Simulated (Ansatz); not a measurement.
# SnH₂+ (doublet): from Hartree-Fock to the top rungs at scale of all distances = 1.000, def2-TZVP

Aim: climb from Hartree-Fock through coupled cluster and multireference methods for SnH₂+ (doublet) at one geometry and basis, and see what each rung misses.

The runs use Ansatz 0.2.0, Gaussian basis; def2-TZVP, core rule «outside noble gas», up to 9 orbitals frozen.

The runs, in order: UHF; CCSD(T) on ROHF; CCSD(T) on UHF; BCCD(T) on ROHF; CISD; CCSDT(Q) on ROHF; CCSDT(Q) on UHF; CASSCF and MRCISD+Q, 3 electrons in 3 orbitals; CASSCF and NEVPT2, 3 electrons in 3 orbitals; CASSCF and MRCISD+Q, 5 electrons in 6 orbitals; CASSCF and NEVPT2, 5 electrons in 6 orbitals; Full CI.

9 further runs of the same task are left out: 7 that didn't finish, 2 set aside as unsound or not needed.

### 1 What is computed

The geometry derives from a PBE0/def2-TZVP stationary point (not a proven minimum). All distances are scaled together. No spin-orbit coupling is included. Elements past krypton take def2 core potentials.

3 atoms, charge 1, spin multiplicity 2.

Atoms are counted from 1 here; the program's logs count them from 0.

Bond lengths: Sn1–H2 1.655 Å, Sn1–H3 1.655 Å. Angles: H2–Sn1–H3 180.0°.

### 2 UHF

Input file in.yaml:

```yaml
crystal:
  periodic: [false, false, false]
  atoms:
    - {symbol: Sn, position_ang: [0.000000, 0.000000, 0.000000]}
    - {symbol: H, position_ang: [0.000000, 0.000000, -1.655400]}
    - {symbol: H, position_ang: [0.000000, 0.000000, 1.655400]}
basis:
  gaussian: {orbitals: def2-TZVP}
total_charge: 1
magnetization: {spin_polarized: true, initial_magnetization: 1}
hamiltonian: {xc: hf}
output: {orbitals: {seedname: orbitals}}
```

Launch:

```
ansatz run in.yaml --threads 1 --pin off --events-out ev --progress --plain --max-ram 2393MiB
```

The runs that follow: CCSD(T) on ROHF; CCSD(T) on UHF; BCCD(T) on ROHF; CISD; CCSDT(Q) on ROHF; CCSDT(Q) on UHF; CASSCF and MRCISD+Q, 3 electrons in 3 orbitals; CASSCF and NEVPT2, 3 electrons in 3 orbitals; CASSCF and MRCISD+Q, 5 electrons in 6 orbitals; CASSCF and NEVPT2, 5 electrons in 6 orbitals; Full CI.

**Question.** What will the summary of the whole plan be? Wanted: FCI below the RHF energy; RMP2 from FCI; UMP2 from FCI; RCCSD from FCI; RCCSD(T) from FCI; UCCSD(T) from FCI; RCCSDT(Q) from FCI; UCCSDT(Q) from FCI; NEVPT2 pair from FCI.

As calculated:

| quantity | value |
| --- | --- |
| FCI below the RHF energy | -2.5018 eV |
| RMP2 from FCI | +14.03 kcal/mol |
| UMP2 from FCI | +13.97 kcal/mol |
| RCCSD from FCI | +1.53 kcal/mol |
| RCCSD(T) from FCI | +0.34 kcal/mol |
| UCCSD(T) from FCI | +0.11 kcal/mol |
| RCCSDT(Q) from FCI | -0.02 kcal/mol |
| UCCSDT(Q) from FCI | -0.24 kcal/mol |
| NEVPT2 pair from FCI | +12.59 kcal/mol |
| MRCISD+Q pair from FCI | -0.28 kcal/mol |
| NEVPT2 valence from FCI | +7.36 kcal/mol |
| levels within 1 kcal/mol (43 meV) | RCCSD(T), UCCSD(T), BCCD(T), RCCSDT, UCCSDT, RCCSDT(Q), UCCSDT(Q), MRCISD+Q pair, MRCISD valence, MRCISD+Q valence |
| T1 diagnostic | 0.023 |
| effectively unpaired electrons | 1.05 |

What this shows: RCCSD(T) misses by +0.34 kcal/mol, 0.6 % of the correlation energy. UCCSDT, UCCSDT(Q), MRCISD+Q pair, MRCISD+Q valence fall below full CI: unrestricted runs freeze a spin-polarised core, another one than full CI's, and coupled cluster isn't variational. One determinant dominates. Of the multireference levels listed MRCISD+Q pair comes nearest in total energy (-0.28 kcal/mol), which doesn't show that its space is the better one. These misses are within one basis, not against nature; the frozen cores of restricted and unrestricted runs differ, which can shift their rows.
